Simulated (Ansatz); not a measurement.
What does this script print? It uses the Ansatz DFT code, driven from Python.

The script reads `ch8b2ssi.yaml`:
```yaml
crystal:
  periodic: [false, false, false]
  atoms:
    - { symbol: B, position_ang: [-0.9, 2.2703, 1.5624] }
    - { symbol: S, position_ang: [-0.648, 0.4542, 1.4434] }
    - { symbol: C, position_ang: [-0.6054, 0.4407, -0.3899] }
    - { symbol: B, position_ang: [-0.2256, -1.0293, -0.8916] }
    - { symbol: Si, position_ang: [1.397, -1.9285, -0.5463] }
    - { symbol: H, position_ang: [-0.0343, 3.0759, 1.6123] }
    - { symbol: H, position_ang: [-2.0257, 2.7364, 1.5416] }
    - { symbol: H, position_ang: [0.2812, 1.1183, -0.7439] }
    - { symbol: H, position_ang: [-1.5381, 0.8033, -0.75] }
    - { symbol: H, position_ang: [-1.1032, -1.5871, -1.532] }
    - { symbol: H, position_ang: [1.3877, -3.2511, -1.134] }
    - { symbol: H, position_ang: [2.5098, -1.1041, -1.0655] }
    - { symbol: H, position_ang: [1.5251, -2.0337, 0.9084] }
basis:
  gaussian: { orbitals: cc-pVDZ }
hamiltonian:
  xc: b3lyp
output:
  forces: true
accuracy: medium
scf:
  lower_state_search: full
```

Script `ch8b2ssi.py`:
```python
# -*- coding: utf-8 -*-
"""Run CH8B2SSi from an input written out key by key."""

import ansatz as az
import numpy as np

session = az.Session.from_deck("ch8b2ssi.yaml")
rep = session.plan(threads=1).execute().report

for key in ("converged", "free_energy_ev", "reference_energy_ev", "n_frozen", "n_occupied", "n_virtual"):
    print(f"{key:22s} {rep[key]}")
symbols = ["B", "S", "C", "B", "Si", "H", "H", "H", "H", "H", "H", "H", "H"]
state = rep["mean_field"]["state"]
print(f"mean field: {state['energy']['hartree']:.7f} Ha, <S^2> = {abs(state['spin_squared']):.4f}, stability: {state.get('stability', {}).get('kind')}")

forces = np.array(rep["forces_ev_ang"])
print("largest force", round(float(np.linalg.norm(forces, axis=1).max()), 4), "eV/A, rms", round(float(np.sqrt((forces ** 2).mean())), 4))
charges = rep["charge_distribution"]
dipole = np.array(charges["dipole_moment_e_ang"]) * 4.803205
print("dipole (D): {:.3f} {:.3f} {:.3f}, length {:.3f}".format(*dipole, np.linalg.norm(dipole)))
print("atom  Mulliken   Lowdin")
for symbol, m, l in zip(symbols, charges["mulliken_charges_e"], charges["lowdin_charges_e"]):
    print(f"{symbol:4s} {m:9.3f} {l:8.3f}")
```

```console
$ python ch8b2ssi.py
converged              True
free_energy_ev         -21232.263939714005
reference_energy_ev    -21232.263939714005
n_frozen               0
n_occupied             [27, 27]
n_virtual              [91, 91]
mean field: -780.2713080 Ha, <S^2> = 0.0000, stability: minimum
largest force 3.0131 eV/A, rms 0.8352
dipole (D): -0.037 0.695 -1.140, length 1.336
atom  Mulliken   Lowdin
B        0.057   -0.266
S       -0.073    0.452
C       -0.131   -0.056
B       -0.003   -0.307
Si       0.267    0.258
H       -0.017   -0.033
H       -0.021   -0.028
H        0.074    0.068
H        0.054    0.007
H       -0.019    0.009
H       -0.071   -0.045
H       -0.069   -0.032
H       -0.048   -0.028
```

These settings explore the input space; basis and method may be short of convergence. The geometry is a force-field or estimated start, not a minimum of this method, and the basis set is short of its limit. The Löwdin charges here are taken after orthogonalising the functions within each atom; they differ from plain Löwdin charges, and their signs can be unphysical. Wall time of the script: 11 s on 1 thread of AMD EPYC (Zen 3), with other jobs on the host, peak memory 0.31 GiB.

(A comment or docstring line of the script was reworded after the run, the code is as it ran; lines on the test bed's own set-up are left out of the output.)
